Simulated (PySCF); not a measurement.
**Ways to converge the SCF of GeSe⁻**

Do solver options change the result for GeSe⁻, or only the number of cycles?

The runs use PySCF 2.14.0; method and basis as typed in the scripts.

4 further runs of the same task are left out: 4 that didn't finish.

## Step 1: Starting geometry

GeSe⁻: 2 atoms, charge -1, spin multiplicity 2.

Bond lengths: Ge1–Se2 2.375 Å.

## Step 2: Base script

Contents of input.py:

```python
from pyscf import gto, scf, mp

mol = gto.M(
    atom='Ge 0 0 0; Se 0 0 2.375',
    basis='ano-rcc-vdzp',
    charge=-1,
    spin=1,
    verbose=4,
)
mf = scf.UHF(mol)
mf = mf.sfx2c1e()
mf.kernel()
mp.MP2(mf).kernel()
mf.dip_moment()
print('orbital energies (hartree):', [e[max(0, n-3):n+3].round(4) for e, n in zip(mf.mo_energy, mol.nelec)])
```

On the command line:

```
$ OMP_NUM_THREADS=1 python input.py
```

The log of this run is left out.

It gives: E(SCF) = -4525.250008 Eh, E(MP2) − E(SCF) = -0.42757 Eh, ⟨S²⟩ = 0.791.

The bond length is a typed value, not an optimised one. The dipole of an ion depends on the origin.

## Step 3: Initial guess 1e

Edit 1 changes initial guess: minao → 1e.

Changes to input.py since step 2:

```diff
@@ -11,2 +11,3 @@
 mf = mf.sfx2c1e()
+mf.init_guess = '1e'
 mf.kernel()
```

On the command line:

```
$ OMP_NUM_THREADS=1 python input.py
```

The log of the run:

```text
PySCF version 2.14.0

[INPUT] verbose = 4
[INPUT] num. atoms = 2
[INPUT] num. electrons = 67
[INPUT] charge = -1
[INPUT] spin (= nelec alpha-beta = 2S) = 1
[INPUT] symmetry False subgroup None
[INPUT] Mole.unit = angstrom
[INPUT] Symbol           X                Y                Z      unit          X                Y                Z       unit  Magmom
[INPUT]  1 Ge     0.000000000000   0.000000000000   0.000000000000 AA    0.000000000000   0.000000000000   0.000000000000 Bohr   0.0
[INPUT]  2 Se     0.000000000000   0.000000000000   2.375000000000 AA    0.000000000000   0.000000000000   4.488099545842 Bohr   0.0

nuclear repulsion = 242.418865465667
number of shells = 6
number of NR pGTOs = 252
number of NR cGTOs = 54
basis = ano-rcc-vdzp
ecp = {}

******** <class 'pyscf.x2c.sfx2c1e.sfX2C1eUHF'> ********
method = sfX2C1eUHF
initial guess = 1e
damping factor = 0
level_shift factor = 0
DIIS = <class 'pyscf.scf.diis.CDIIS'>
diis_start_cycle = 1
diis_space = 8
diis_damp = 0
SCF conv_tol = 1e-09
SCF conv_tol_grad = None
SCF max_cycles = 50
direct_scf = True
direct_scf_tol = 1e-13
number electrons alpha = 34  beta = 33

******** <class 'pyscf.x2c.sfx2c1e.SpinFreeX2CHelper'> ********
approx = 1e
xuncontract = 1
Set gradient conv threshold to 3.16228e-05
Initial guess from hcore.

[... the frontier-level lines of each cycle are left out ...]

init E= -4488.6111458984
cycle= 1 E= -4417.92504932676  delta_E= 70.7  |g|= 13.6  |ddm|= 8.72
cycle= 2 E= -4345.55169216009  delta_E= 72.4  |g|= 6.51  |ddm|= 9.32

cycle= 3 E= -4320.37378943605  delta_E= 25.2  |g|= 9.08  |ddm|= 14.5

cycle= 4 E= -4464.51731674247  delta_E= -144  |g|= 5.35  |ddm|= 11.9

cycle= 5 E= -4519.07396866323  delta_E= -54.6  |g|= 4.03  |ddm|= 5.68
cycle= 6 E= -4524.61803767112  delta_E= -5.54  |g|=  1.3  |ddm|= 2.43
cycle= 7 E= -4525.10999562489  delta_E= -0.492  |g|= 0.389  |ddm|= 1.24
cycle= 8 E= -4525.24168840176  delta_E= -0.132  |g|= 0.155  |ddm|= 0.658
cycle= 9 E= -4525.23555277148  delta_E= 0.00614  |g|= 0.163  |ddm|= 0.155
cycle= 10 E= -4525.23376600101  delta_E= 0.00179  |g|= 0.175  |ddm|= 0.0474
cycle= 11 E= -4525.24480254185  delta_E= -0.011  |g|= 0.0728  |ddm|= 0.191
cycle= 12 E= -4525.24830012592  delta_E= -0.0035  |g|= 0.016  |ddm|= 0.105
cycle= 13 E= -4525.24950495958  delta_E= -0.0012  |g|= 0.00649  |ddm|= 0.108
cycle= 14 E= -4525.24978080395  delta_E= -0.000276  |g|= 0.00318  |ddm|= 0.0572
cycle= 15 E= -4525.24984339357  delta_E= -6.26e-05  |g|= 0.00234  |ddm|= 0.0188
cycle= 16 E= -4525.24990475476  delta_E= -6.14e-05  |g|= 0.00182  |ddm|= 0.0243
cycle= 17 E= -4525.24996851499  delta_E= -6.38e-05  |g|= 0.00114  |ddm|= 0.0368
cycle= 18 E= -4525.2499962236  delta_E= -2.77e-05  |g|= 0.000779  |ddm|= 0.0278
cycle= 19 E= -4525.25000509481  delta_E= -8.87e-06  |g|= 0.000382  |ddm|= 0.0177
cycle= 20 E= -4525.25000709989  delta_E= -2.01e-06  |g|= 0.000203  |ddm|= 0.00893
cycle= 21 E= -4525.25000744292  delta_E= -3.43e-07  |g|= 0.00011  |ddm|= 0.00279
cycle= 22 E= -4525.25000755416  delta_E= -1.11e-07  |g|= 2.79e-05  |ddm|= 0.00229
cycle= 23 E= -4525.25000755804  delta_E= -3.88e-09  |g|= 1.1e-05  |ddm|= 0.000357
cycle= 24 E= -4525.25000755856  delta_E= -5.18e-10  |g|= 4.01e-06  |ddm|= 0.000123
Extra cycle  E= -4525.25000755859  delta_E= -3.55e-11  |g|= 2.23e-06  |ddm|= 1.07e-05
converged SCF energy = -4525.25000755859  <S^2> = 0.79097914  2S+1 = 2.0405677

******** <class 'pyscf.mp.ump2.UMP2'> ********
nocc = (np.int64(34), np.int64(33)), nmo = (54, 54)
E(UMP2) = -4525.67757697181  E_corr = -0.427569413212583
E(SCS-UMP2) = -4525.63915751444  E_corr = -0.389149955841003
E_corr(same-spin) = -0.143000007708573
E_corr(oppo-spin) = -0.28456940550401
Dipole moment(X, Y, Z, Debye): -0.00000,  0.00000, -8.48550
orbital energies (hartree): [array([-0.1414, -0.1061, -0.048 ,  0.2019,  0.309 ,  0.5292]), array([-0.1319, -0.1261, -0.1091,  0.2304,  0.2635,  0.3232])]
```

It took 7.8 s on 1 thread of Intel Xeon Platinum 8488C, shared host.

This run: E(SCF) = -4525.250008 Eh (no change), 24 cycles, E(MP2) − E(SCF) = -0.42757 Eh, ⟨S²⟩ = 0.791.

## Step 4: Smearing width 0.05 hartree

Edit 2 changes smearing width: none → 0.05 hartree; step after the SCF: mp2 → none.

Changes to input.py since step 2:

```diff
@@ -1,2 +1,2 @@
-from pyscf import gto, scf, mp
+from pyscf import gto, scf
 
@@ -11,4 +11,4 @@
 mf = mf.sfx2c1e()
+mf = scf.addons.smearing_(mf, sigma=0.05, method='fermi')
 mf.kernel()
-mp.MP2(mf).kernel()
 mf.dip_moment()
```

On the command line:

```
$ OMP_NUM_THREADS=1 python input.py
```

The log of the run:

```text
[... 20 set-up lines left out, the same as in an earlier log ...]
******** <class 'pyscf.scf.smearing.SmearingsfX2C1eUHF'> ********
method = SmearingsfX2C1eUHF
initial guess = minao
[... 17 set-up lines left out, the same as in an earlier log ...]
init E= -4525.01539240473
    sigma = 0.05  Optimized mu = -0.0863396004574  entropy = 3.09345605388
    Total E(T) = -4525.04043075785  Free energy = -4525.19510356055  E0 = -4525.1177671592
cycle= 1 E= -4525.04043075785  delta_E= -0.025  |g|= 0.42  |ddm|= 1.07
    sigma = 0.05  Optimized mu = 0.106016611934  entropy = 3.53035836892
    Total E(T) = -4525.0055203093  Free energy = -4525.18203822775  E0 = -4525.09377926852
cycle= 2 E= -4525.0055203093  delta_E= 0.0349  |g|= 0.587  |ddm|= 0.805
    sigma = 0.05  Optimized mu = 0.106991316523  entropy = 2.85586906502
    Total E(T) = -4525.11650566753  Free energy = -4525.25929912078  E0 = -4525.18790239416
cycle= 3 E= -4525.11650566753  delta_E= -0.111  |g|= 0.0418  |ddm|= 0.436
    sigma = 0.05  Optimized mu = 0.10089466861  entropy = 2.78866930016
    Total E(T) = -4525.12067799926  Free energy = -4525.26011146427  E0 = -4525.19039473176
cycle= 4 E= -4525.12067799926  delta_E= -0.00417  |g|= 0.0133  |ddm|= 0.066
    sigma = 0.05  Optimized mu = 0.102887839831  entropy = 2.77975904101
    Total E(T) = -4525.12122107918  Free energy = -4525.26020903123  E0 = -4525.19071505521
cycle= 5 E= -4525.12122107918  delta_E= -0.000543  |g|= 0.00416  |ddm|= 0.0223
    sigma = 0.05  Optimized mu = 0.104043997892  entropy = 2.77396703085
    Total E(T) = -4525.12153306822  Free energy = -4525.26023141977  E0 = -4525.19088224399
cycle= 6 E= -4525.12153306822  delta_E= -0.000312  |g|= 0.00282  |ddm|= 0.0134
    sigma = 0.05  Optimized mu = 0.103842510206  entropy = 2.77508148162
    Total E(T) = -4525.12148259002  Free energy = -4525.2602366641  E0 = -4525.19085962706
cycle= 7 E= -4525.12148259002  delta_E= 5.05e-05  |g|= 0.000761  |ddm|= 0.00633
    sigma = 0.05  Optimized mu = 0.103855096359  entropy = 2.77561336744
    Total E(T) = -4525.12145729961  Free energy = -4525.26023796798  E0 = -4525.19084763379
cycle= 8 E= -4525.12145729961  delta_E= 2.53e-05  |g|= 0.00031  |ddm|= 0.00383
    sigma = 0.05  Optimized mu = 0.103860702218  entropy = 2.77558521443
    Total E(T) = -4525.12145882792  Free energy = -4525.26023808865  E0 = -4525.19084845829
cycle= 9 E= -4525.12145882792  delta_E= -1.53e-06  |g|= 5.92e-05  |ddm|= 0.00135
    sigma = 0.05  Optimized mu = 0.103862672422  entropy = 2.7755801024
    Total E(T) = -4525.121459085  Free energy = -4525.26023809012  E0 = -4525.19084858756
cycle= 10 E= -4525.121459085  delta_E= -2.57e-07  |g|= 4.99e-06  |ddm|= 0.000117
    sigma = 0.05  Optimized mu = 0.103862886105  entropy = 2.77557898409
    Total E(T) = -4525.12145914094  Free energy = -4525.26023809014  E0 = -4525.19084861554
cycle= 11 E= -4525.12145914094  delta_E= -5.59e-08  |g|= 9.68e-07  |ddm|= 1.15e-05
    sigma = 0.05  Optimized mu = 0.103863009975  entropy = 2.77557836213
    Total E(T) = -4525.12145917204  Free energy = -4525.26023809014  E0 = -4525.19084863109
cycle= 12 E= -4525.12145917204  delta_E= -3.11e-08  |g|= 1.73e-07  |ddm|= 1.89e-06
    sigma = 0.05  Optimized mu = 0.10386298115  entropy = 2.77557837138
    Total E(T) = -4525.12145917158  Free energy = -4525.26023809014  E0 = -4525.19084863086
cycle= 13 E= -4525.12145917158  delta_E= 4.62e-10  |g|= 2.91e-08  |ddm|= 3.15e-07
    sigma = 0.05  Optimized mu = 0.103862985946  entropy = 2.77557837339
    Total E(T) = -4525.12145917147  Free energy = -4525.26023809014  E0 = -4525.19084863081
Extra cycle  E= -4525.12145917147  delta_E= 1.04e-10  |g|= 1.72e-08  |ddm|= 5.13e-08
converged SCF energy = -4525.12145917147  <S^2> = 1.1368684e-13  2S+1 = 1
Dipole moment(X, Y, Z, Debye): -0.00000,  0.00000, -8.09797
orbital energies (hartree): [array([-0.1235, -0.1235,  0.1572,  0.1572,  0.3098,  0.5297]), array([-0.1406, -0.1235, -0.1235,  0.1572,  0.1572,  0.3098])]
```

Wall time 8.2 s (1 thread of Intel Xeon Platinum 8488C, shared host).

This run: E(SCF) = -4525.121459 Eh, 13 cycles, ⟨S²⟩ = 0.000.

Smearing with one chemical potential does not keep the typed spin. The energy is that at the smeared occupations, without the entropy term. Smearing with one chemical potential need not keep the typed spin, and ⟨S²⟩ has no meaning at fractional occupations. Both spins end with the same levels: the smearing has lost the typed open shell.

## Step 5: Damping 0.2

Edit 3 changes damping: none → 0.2.

Changes to input.py since step 2:

```diff
@@ -11,2 +11,4 @@
 mf = mf.sfx2c1e()
+mf.damp = 0.2
+mf.diis_start_cycle = 8
 mf.kernel()
```

On the command line:

```
$ OMP_NUM_THREADS=1 python input.py
```

The log of the run:

```text
[... 23 set-up lines left out, the same as in an earlier log ...]
damping factor = 0.2
[... 2 set-up lines left out, the same as in an earlier log ...]
diis_start_cycle = 8
[... 13 set-up lines left out, the same as in an earlier log ...]
init E= -4525.01539240473

[... the frontier-level lines of each cycle are left out ...]

cycle= 1 E= -4525.17895054572  delta_E= -0.164  |g|= 0.272  |ddm|= 1.55
cycle= 2 E= -4525.23451842421  delta_E= -0.0556  |g|= 0.149  |ddm|= 0.668
cycle= 3 E= -4525.24662764351  delta_E= -0.0121  |g|= 0.0681  |ddm|= 0.275
cycle= 4 E= -4525.24903846905  delta_E= -0.00241  |g|= 0.0309  |ddm|= 0.116
cycle= 5 E= -4525.24953137382  delta_E= -0.000493  |g|= 0.0145  |ddm|= 0.044
cycle= 6 E= -4525.2496781034  delta_E= -0.000147  |g|= 0.00717  |ddm|= 0.0246
cycle= 7 E= -4525.24974510135  delta_E= -6.7e-05  |g|= 0.00431  |ddm|= 0.0135
cycle= 8 E= -4525.24979592211  delta_E= -5.08e-05  |g|= 0.00344  |ddm|= 0.0138
cycle= 9 E= -4525.24983185792  delta_E= -3.59e-05  |g|= 0.00287  |ddm|= 0.0107
cycle= 10 E= -4525.24985085081  delta_E= -1.9e-05  |g|= 0.00232  |ddm|= 0.00629
cycle= 11 E= -4525.24993767386  delta_E= -8.68e-05  |g|= 0.00153  |ddm|= 0.0382
cycle= 12 E= -4525.24997491934  delta_E= -3.72e-05  |g|= 0.00106  |ddm|= 0.0246
cycle= 13 E= -4525.24999930946  delta_E= -2.44e-05  |g|= 0.000615  |ddm|= 0.0276
cycle= 14 E= -4525.25000673628  delta_E= -7.43e-06  |g|= 0.000322  |ddm|= 0.0196
cycle= 15 E= -4525.25000731981  delta_E= -5.84e-07  |g|= 0.000143  |ddm|= 0.0039
cycle= 16 E= -4525.25000753257  delta_E= -2.13e-07  |g|= 9.04e-05  |ddm|= 0.00326
cycle= 17 E= -4525.25000755478  delta_E= -2.22e-08  |g|= 2.75e-05  |ddm|= 0.000653
cycle= 18 E= -4525.2500075582  delta_E= -3.43e-09  |g|= 1.01e-05  |ddm|= 0.000297
cycle= 19 E= -4525.25000755855  delta_E= -3.48e-10  |g|= 3.71e-06  |ddm|= 7.52e-05
Extra cycle  E= -4525.25000755858  delta_E= -3.27e-11  |g|= 2.34e-06  |ddm|= 1.15e-05
converged SCF energy = -4525.25000755858  <S^2> = 0.79100269  2S+1 = 2.0405908

******** <class 'pyscf.mp.ump2.UMP2'> ********
nocc = (np.int64(34), np.int64(33)), nmo = (54, 54)
E(UMP2) = -4525.67757651765  E_corr = -0.427568959067039
E(SCS-UMP2) = -4525.63915700768  E_corr = -0.389149449098491
E_corr(same-spin) = -0.142999963594565
E_corr(oppo-spin) = -0.284568995472475
Dipole moment(X, Y, Z, Debye): -0.00000, -0.00000, -8.48538
orbital energies (hartree): [array([-0.1414, -0.1061, -0.048 ,  0.2019,  0.309 ,  0.5292]), array([-0.1319, -0.1261, -0.1091,  0.2304,  0.2635,  0.3232])]
```

It took 7.2 s on 1 thread of Intel Xeon Platinum 8488C, shared host.

Outcome: E(SCF) = -4525.250008 Eh (no change), 19 cycles, E(MP2) − E(SCF) = -0.42757 Eh, ⟨S²⟩ = 0.791.

The script also starts DIIS later, which adds to the count of cycles.

## Step 6: Side by side

```
                        run  E(SCF) (hartree)  from base (eV)  cycles  gap, α spin (eV)               after the SCF
                       base      -4525.250008               0      16              6.80  MP2 correlation -11.635 eV
           initial guess 1e      -4525.250008          0.0000      24              6.80  MP2 correlation -11.635 eV
smearing width 0.05 hartree      -4525.121459  not comparable      13               n/a                         n/a
                damping 0.2      -4525.250008          0.0000      19              6.80  MP2 correlation -11.635 eV
```

Wall time on 1 thread of Intel Xeon Platinum 8488C, shared host, start-up included: base 8.4 s; initial guess 1e 7.8 s; smearing width 0.05 hartree 8.2 s; damping 0.2 7.2 s.

Distance from each run's final energy (log10 hartree) by cycle:

```
                        run  cycle 1  cycle 2  cycle 3  cycle 5  cycle 8  cycle 12
                       base     -1.1     -1.4     -2.9     -3.5     -4.0      -6.5
           initial guess 1e      2.0      2.3      2.3      0.8     -2.1      -2.8
smearing width 0.05 hartree     -1.1     -0.9     -2.3     -3.6     -5.7      -9.2
                damping 0.2     -1.1     -1.8     -2.5     -3.3     -3.7      -4.5
```

No change of the SCF energy comes from initial guess 1e or damping 0.2. The base needs 16 cycles and the run with initial guess 1e needs 24.
